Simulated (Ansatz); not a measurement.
**SiAsH6 radical (built from SMILES [AsH3].[SiH3]): search for a transition state**

Is there a first-order saddle for this hydrogen abstraction, which should form H1–Si3 and break H1–As2, and which two structures does it connect?

Program: Ansatz 0.2.0, Gaussian basis. Level of theory: PBE0-D4, def2-SVP first, then def2-TZVP. These are calculated values, not measurements.

152 further runs of the same task are left out: 152 set aside as unsound or not needed.

## (1) Where the work starts

The guess: 8 atoms, charge 0, spin multiplicity 2.

Atoms are counted from 1 here; the program's logs count them from 0.

Bond lengths: H1–As2 1.606 Å, As2–H4 1.499 Å, As2–H5 1.499 Å, Si3–H6 1.455 Å, Si3–H7 1.455 Å, Si3–H8 1.455 Å. Angles: H1–As2–H4 87.6°, H1–As2–H5 87.6°, H4–As2–H5 89.1°, H6–Si3–H7 113.0°, H6–Si3–H8 113.0°, H7–Si3–H8 113.0°.

As a file:

```
H    -0.66250   -0.11860   -0.43200
As   -1.85330    0.70810   -1.12320
Si    1.07380   -0.85030    0.62280
H    -1.92320    1.53100    0.12780
H    -0.81070    1.64480   -1.65390
H     0.75150   -0.68520    2.03220
H     2.16040    0.01210    0.18390
H     1.26400   -2.24190    0.24230
```

Distances that are to change: H1–Si3 2.16 Å, H1–As2 1.61 Å.

## (2) Relaxing the guess with the reacting distances held

File hold/in.yaml:

```yaml
crystal:
  periodic: [false, false, false]
  atoms:
    - {symbol: H, position_ang: [-0.662500, -0.118600, -0.432000]}
    - {symbol: As, position_ang: [-1.853300, 0.708100, -1.123200]}
    - {symbol: Si, position_ang: [1.073800, -0.850300, 0.622800]}
    - {symbol: H, position_ang: [-1.923200, 1.531000, 0.127800]}
    - {symbol: H, position_ang: [-0.810700, 1.644800, -1.653900]}
    - {symbol: H, position_ang: [0.751500, -0.685200, 2.032200]}
    - {symbol: H, position_ang: [2.160400, 0.012100, 0.183900]}
    - {symbol: H, position_ang: [1.264000, -2.241900, 0.242300]}
basis:
  gaussian: {orbitals: def2-SVP}
magnetization: {spin_polarized: true, initial_magnetization: 1}
hamiltonian: {xc: pbe0, dispersion: d4}
relax: {f_tol: 0.04, max_steps: 150, escape_saddle: false, constraints: [{distance: [0, 2]}, {distance: [0, 1]}]}
```

The run is started by

```
$ ansatz run in.yaml --threads 4 --pin off --events-out ev --progress --plain --max-ram 9574MiB
```

Further steps of the session: Force constants to start from; Saddle search in the small basis; Saddle search in triple zeta; Vibrations at the point found; Relaxing after a step of 0.30 Å one way along the mode; Relaxing after a step of 0.30 Å the other way along the mode.

What does the calculation give? Wanted: imaginary mode; barrier from the start side; barrier from the end side; energy of the step; pairs that change; zero-point energy at the saddle.

As calculated:

| quantity | value |
| --- | --- |
| imaginary mode | 113i cm⁻¹ |
| barrier from the start side | 0.9 kJ/mol |
| barrier from the end side | 62.3 kJ/mol |
| energy of the step | -61.4 kJ/mol |
| pairs that change | H1–Si3 formed, H1–As2 broken |
| zero-point energy at the saddle | 1.184 eV |

What this shows: One imaginary mode, 113i cm⁻¹, makes this a first-order saddle. The two relaxations end on the structures that were planned. At PBE0-D4/def2-TZVP the electronic barrier is 0.9 kJ/mol, about 0 kT at 298 K, and the step runs 61.4 kJ/mol downhill. A step off the saddle overshot and began above it in energy, so the link to its end is likely but not proven. The ends are the nearest minima, not always the lowest complexes.
